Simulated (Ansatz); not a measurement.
# LiIn3: the cost of one run

Program: Ansatz 0.2.0, driven from Python. The levels of theory stand in the script. These are calculated values, not measurements.

## (1) The system

The structure is cubic, space group Pm-3m (No. 221). The conventional cell has a = 4.493 Å, b = 4.493 Å, c = 4.493 Å, α = 90.00°, β = 90.00°, γ = 90.00°. Around Li (site symmetry m-3m) lie 12 In at 3.18 Å. In (site symmetry 4/mmm) has 4 Li at 3.18 Å and 8 In at 3.18 Å in its first shell of neighbours.

Input file liin3.vasp:

```text
LiIn3
1.0
   4.49284992    0.00000000    0.00000000
   0.00000000    4.49284992    0.00000000
   0.00000000    0.00000000    4.49284992
Li In
1 3
Direct
   0.50000000    0.50000000    0.50000000
   0.50000000    0.00000000    0.00000000
   0.00000000    0.50000000    0.00000000
   0.00000000    0.00000000    0.50000000
```

## (2) The script

The input, paw_lapw_liin3.py:

```python
"""Checking the PAW result for LiIn3 with LAPW."""

import ansatz as az
from ase.io import read
import numpy as np


def count_gap(report):
    # lowest empty less highest filled band, counting bands; zero where they overlap
    return max(report.get("gap_by_band_count_ev") or 0.0, 0.0)


def main() -> None:
    atoms = read("liin3.vasp", format="vasp")
    crystal = az.Crystal.from_ase(atoms)

    calc = (
        crystal.calculation()
        .functional("lda")
        .kpoints(5)  # sampling of the Brillouin zone
        .occupations("Methfessel-Paxton", width=0.15)
        .stress()  # positive in compression
        .forces()
        .band_table()  # levels at the mesh points
    )
    variants = {
        "PAW": calc.pseudopotentials("paw"),
        "LAPW": calc.pseudopotentials("all_electron", lapw=True),
    }
    # totals differ by the cores that each treatment holds, so compare what does not depend on them
    rows = []
    for label, variant in variants.items():
        summary = variant.run().report
        levels = np.array(summary["eigenvalues_ev"][0]) - summary["fermi_energy_ev"]
        print(label, "levels at the first k-point near E_F:", np.round(levels[np.abs(levels) < 5], 3))
        rows.append((label, summary["n_electrons"], np.trace(summary["stress_gpa"]) / 3, count_gap(summary)))
    print("     treatment  electrons in bands           P GPa  gap by band count eV")
    for row in rows:
        print(f"{str(row[0]):>14s}  {row[1]:18.1f}  {row[2]:14.3f}  {row[3]:20.3f}")


if __name__ == "__main__":
    main()
```

## (3) What the engine is handed

The package turns the script's settings into the engine's input (first run):

```yaml
crystal:
  lattice:
    - [4.49284992, 0.0, 0.0]
    - [0.0, 4.49284992, 0.0]
    - [0.0, 0.0, 4.49284992]
  atoms:
    - { symbol: Li, position: [0.5, 0.5, 0.5] }
    - { symbol: In, position: [0.5, 0.0, 0.0] }
    - { symbol: In, position: [0.0, 0.5, 0.0] }
    - { symbol: In, position: [0.0, 0.0, 0.5] }
kpoints:
  mp_grid:
    grid: [5, 5, 5]
hamiltonian:
  xc: lda
  pseudopotentials:
    kind: paw
scf:
  occupations:
    method: methfessel_paxton
    width: 0.15
output:
  forces: true
  stress: true
  eigenvalues: true
```

## (4) Running it

Launch:

```bash
$ python paw_lapw_liin3.py
```

**Question.** How long does this script take on 1 thread of Arm Neoverse V2, shared host, and how much memory does it need?

About 11 s, with a peak of 0.56 GiB.
